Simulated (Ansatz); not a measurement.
**AlH₅O₃Si: a ladder of functionals and wavefunction methods**

An exercise on one series of results from a longer session: the logs are not shown, and one member is left open.

The runs use Ansatz 0.2.0, Gaussian basis; functionals in def2-TZVPP, the program's frozen cores in correlated methods.

Plan: PBE-D4, r2SCAN-D4, PBE0-D4, B3LYP-D4, ωB97X-V, ωB97M-V, B2PLYP; CCSD(T)/def2-TZVPP; MP2/def2-QZVPP; extrapolation to the limit.

## The relaxed structure

An earlier PBE0-D4 in a triple-zeta def2 set relaxation fixed the geometry.

SMILES `O[SiH](O)[O][AlH2]`, 10 atoms, charge 0, spin multiplicity 1.

Atoms are counted from 1 here; the program's logs count them from 0.

Bond lengths: O1–Si2 1.640 Å, O1–H6 0.958 Å, Si2–O3 1.632 Å, Si2–O4 1.618 Å, Si2–H7 1.476 Å, O3–H8 0.958 Å, O4–Al5 1.688 Å, Al5–H9 1.579 Å, Al5–H10 1.578 Å. Angles: Si2–O1–H6 117.3°, O1–Si2–O3 106.2°, O1–Si2–O4 109.8°, O1–Si2–H7 112.4°, O3–Si2–O4 113.1°, O3–Si2–H7 107.3°, O4–Si2–H7 108.0°, Si2–O3–H8 116.7°, Si2–O4–Al5 160.5°, O4–Al5–H9 116.7°, O4–Al5–H10 119.2°, H9–Al5–H10 124.1°.

Set-up of the first run:

Input file in.yaml:

```yaml
crystal:
  periodic: [false, false, false]
  atoms:
    - {symbol: O, position_ang: [-0.853280, -1.335227, 1.511047]}
    - {symbol: Si, position_ang: [0.394143, -0.736969, 0.629783]}
    - {symbol: O, position_ang: [0.767005, -1.884401, -0.469294]}
    - {symbol: O, position_ang: [-0.034929, 0.670465, -0.042511]}
    - {symbol: Al, position_ang: [-0.123513, 1.945783, -1.144325]}
    - {symbol: H, position_ang: [-1.405884, -0.704705, 1.973774]}
    - {symbol: H, position_ang: [1.600349, -0.503666, 1.447055]}
    - {symbol: H, position_ang: [0.085861, -2.528588, -0.668156]}
    - {symbol: H, position_ang: [-1.153289, 3.096793, -0.815106]}
    - {symbol: H, position_ang: [0.806736, 1.929213, -2.419368]}
basis:
  gaussian: {orbitals: def2-TZVPP}
hamiltonian: {xc: pbe, dispersion: d4}
output: {forces: true, orbitals: {seedname: orbitals}}
```

Launch:

```
$ ansatz run in.yaml --threads 4 --pin off --events-out ev --progress --plain --max-ram 10444MiB
```

Steps of the session up to this table: PBE-D4 (GGA); r2SCAN-D4 (meta-GGA); PBE0-D4 (hybrid); B3LYP-D4 (hybrid); ωB97X-V (range-separated); ωB97M-V (range-separated); B2PLYP (double hybrid); CCSD(T) in def2-TZVPP; MP2 in def2-QZVPP.

One table of the session follows, with a row left open; its other results are not shown here.

| method | atomisation energy (eV) |
| --- | --- |
| PBE-D4 | 38.580 |
| r2SCAN-D4 | 38.661 |
| PBE0-D4 | 37.848 |
| B3LYP-D4 | 38.384 |
| ωB97X-V | 38.739 |
| ωB97M-V | 38.757 |
| B2PLYP | 38.210 |
| HF/def2-TZVPP | 27.999 |
| MP2/def2-TZVPP | 38.735 |
| CCSD/def2-TZVPP | 37.210 |
| CCSD(T)/def2-TZVPP | 37.734 |
| MP2/CBS | ? |
| CCSD(T)/CBS | 38.966 |

Q: Estimate the row for MP2/CBS from the others.

**Answer.** atomisation energy (eV): 39.967. In the column «atomisation energy (eV)» it is the highest.

Caveats from the session: Free atoms (3 O, 1 Si, 1 Al, 5 H) were run apart at each level; the atomisation energy is their sum less the molecule, without zero-point or spin-orbit terms.
